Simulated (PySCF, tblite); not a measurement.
# C6H12N2Si: geometry, infrared bands and NMR shifts

Wanted: the infrared bands and NMR shifts of C6H12N2Si (`C#CC[Si@@]1(N)CCN1C`), by calculation.

Computed with tblite 0.8.0 and PySCF 2.14.0, with density-fitted response routines of our own, on a single molecule in the gas phase. Atoms count from 0, in the outputs and in this text.

### 1 The starting structure

21 atoms, charge 0, multiplicity 1; geometry from: force field or distance geometry start.

Bonds of the start (Å): C0–C1 1.20, C1–C2 1.48, C2–Si3 1.84, Si3–N4 1.68, Si3–C5 1.86, C5–C6 1.57, C6–N7 1.48, N7–C8 1.45, N7–Si3 1.68, C0–H9 1.05, C2–H10 1.09, C2–H11 1.10, N4–H12 1.01, N4–H13 1.02, C5–H14 1.09, C5–H15 1.11, C6–H16 1.10, C6–H17 1.09, C8–H18 1.10, C8–H19 1.10, C8–H20 1.09.

### 2 Geometry optimisation with GFN2-xTB

Job settings and geometry (Å):

```
{"job": {"kind": "relax", "xc": "GFN2-xTB", "basis": "xTB"}, "charge": 0, "multiplicity": 1}
C      3.288200    -0.467300    -1.201700
C      2.513400    -0.353800    -0.287400
C      1.606900    -0.224700     0.869900
Si    -0.128100    -0.731600     0.546900
N     -0.445700    -2.270100    -0.056400
C     -1.400600    -0.025400     1.707800
C     -1.625900     1.065000     0.605800
N     -1.050700     0.226600    -0.471200
C     -0.582700     1.066600    -1.559300
H      3.953700    -0.561600    -2.013100
H      2.000700    -0.801800     1.703100
H      1.611000     0.821800     1.197400
H      0.127100    -2.406400    -0.880100
H     -1.393600    -2.242700    -0.424700
H     -2.263600    -0.663800     1.889600
H     -1.044100     0.367400     2.679700
H     -2.680600     1.330800     0.466800
H     -1.088900     1.996100     0.811500
H     -1.426500     1.618200    -2.002900
H      0.165900     1.804900    -1.230400
H     -0.144800     0.468600    -2.351700
```

On the command line:

```
OMP_NUM_THREADS=1 python probes_run.py task.json out
```

One launch serves the whole session: the jobs run in the order shown.

**Question.** This job is followed by: GFN2-xTB harmonic vibrations, gas phase; GIAO PBE0/pcSseg-1 NMR shielding, non-relativistic, gas phase. What will the session give for the following? strongest single infrared mode (GFN2-xTB); zero-point energy (GFN2-xTB); ¹³C shifts against TMS (PBE0/pcSseg-1); ¹H shifts against TMS (PBE0/pcSseg-1, means over atoms taken as alike); ²⁹Si shifts against TMS (PBE0/pcSseg-1); ¹⁵N shifts against NH3 (PBE0/pcSseg-1).

The runs gave:

| quantity | value |
| --- | --- |
| strongest single infrared mode (GFN2-xTB) | 425 cm⁻¹, 196 km/mol |
| zero-point energy (GFN2-xTB) | 106.2 kcal/mol |
| ¹³C shifts against TMS (PBE0/pcSseg-1) | 86.3, 73.2, 48.6, 36.1, 17.8, 7.3 ppm |
| ¹H shifts against TMS (PBE0/pcSseg-1, means over atoms taken as alike) | 3.04, 3.04, 2.80, 1.63, 1.63, 1.44, 1.41, 1.33, 1.29 ppm |
| ²⁹Si shifts against TMS (PBE0/pcSseg-1) | -17.0 ppm |
| ¹⁵N shifts against NH3 (PBE0/pcSseg-1) | 71.2, 39.6 ppm |

**Reading.** Over 146 steps the energy fell by 0.904 eV; of the close pairs, C2–Si3 changed most, 1.836 to 1.910 Å. All 57 modes are real, so the xTB geometry is a minimum. The strongest single mode, at 425 cm⁻¹, moves mainly H13 and H12. Unscaled tight-binding wavenumbers are off by several per cent, some by more. Its intensities can rank the bands wrongly. At PBE0/pcSseg-1: The widest tensor belongs to C1: span 292 ppm, with a paramagnetic part of -164 ppm.
